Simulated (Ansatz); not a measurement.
# BBrH4O2Si: the cost of one run

Computed with Ansatz 0.2.0, Gaussian basis. Level: unrestricted cation, the program's frozen cores in correlated methods.

Plan: UKS PBE-D4/def2-TZVPP; UKS r2SCAN-D4/def2-TZVPP; UKS PBE0-D4/def2-TZVPP; UKS B3LYP-D4/def2-TZVPP; UKS wB97X-V/def2-TZVPP; UKS wB97M-V/def2-TZVPP; UKS B2PLYP/def2-TZVPP; UHF-CCSD(T)/def2-TZVPP; UHF-MP2/def2-QZVPP; extrapolation to the limit; then −ε(HOMO) from the neutral's earlier runs with LDA (SPW92), PBE-D4, revPBE-D4, BLYP-D4, r2SCAN-D4, B97M-V, PBE0-D4, B3LYP-D4, r2SCANh-D4, r2SCAN0-D4, HSE06-D4, BHLYP-D4, CAM-B3LYP-D4, LC-ωPBE, ωB97X-V, ωB97M-V.

## 1. Structure used throughout

The geometry comes from an earlier relaxation with PBE0-D4 in a triple-zeta def2 set; it is a stationary point, not always the lowest conformer.

SMILES `OB(Br)O[SiH3]`, 9 atoms, charge 0, spin multiplicity 1.

Atoms are counted from 1 here; the program's logs count them from 0.

Bond lengths: O1–B2 1.347 Å, O1–H6 0.960 Å, B2–Br3 1.961 Å, B2–O4 1.338 Å, O4–Si5 1.659 Å, Si5–H7 1.482 Å, Si5–H8 1.480 Å, Si5–H9 1.482 Å. Angles: B2–O1–H6 113.6°, O1–B2–Br3 119.4°, O1–B2–O4 120.4°, Br3–B2–O4 120.1°, B2–O4–Si5 134.4°, O4–Si5–H7 109.9°, O4–Si5–H8 105.9°, O4–Si5–H9 109.9°, H7–Si5–H8 110.4°, H7–Si5–H9 110.3°, H8–Si5–H9 110.4°.

## 2. Cation, UKS PBE-D4/def2-TZVPP

in.yaml

```yaml
crystal:
  periodic: [false, false, false]
  atoms:
    - {symbol: O, position_ang: [2.041805, 1.159658, -0.628060]}
    - {symbol: B, position_ang: [1.005544, 0.591501, 0.017948]}
    - {symbol: Br, position_ang: [0.915930, 0.695143, 1.974118]}
    - {symbol: O, position_ang: [0.043621, -0.039105, -0.666326]}
    - {symbol: Si, position_ang: [-1.347975, -0.836429, -0.243326]}
    - {symbol: H, position_ang: [2.672467, 1.584133, -0.042478]}
    - {symbol: H, position_ang: [-2.269036, 0.091831, 0.454597]}
    - {symbol: H, position_ang: [-1.950339, -1.302677, -1.512057]}
    - {symbol: H, position_ang: [-1.023519, -1.990455, 0.628484]}
basis:
  gaussian: {orbitals: def2-TZVPP}
total_charge: 1
magnetization: {spin_polarized: true, initial_magnetization: 1}
hamiltonian: {xc: pbe, dispersion: d4}
```

On the command line:

```
$ ansatz run in.yaml --threads 2 --pin off --events-out ev --progress --plain --max-ram 32768MiB --backend cpu
```

**Question.** How long does this run take on 2 threads of AMD EPYC 7R13, shared host, and how much memory does it need?

About 1.7 min, with a peak of 0.81 GiB.
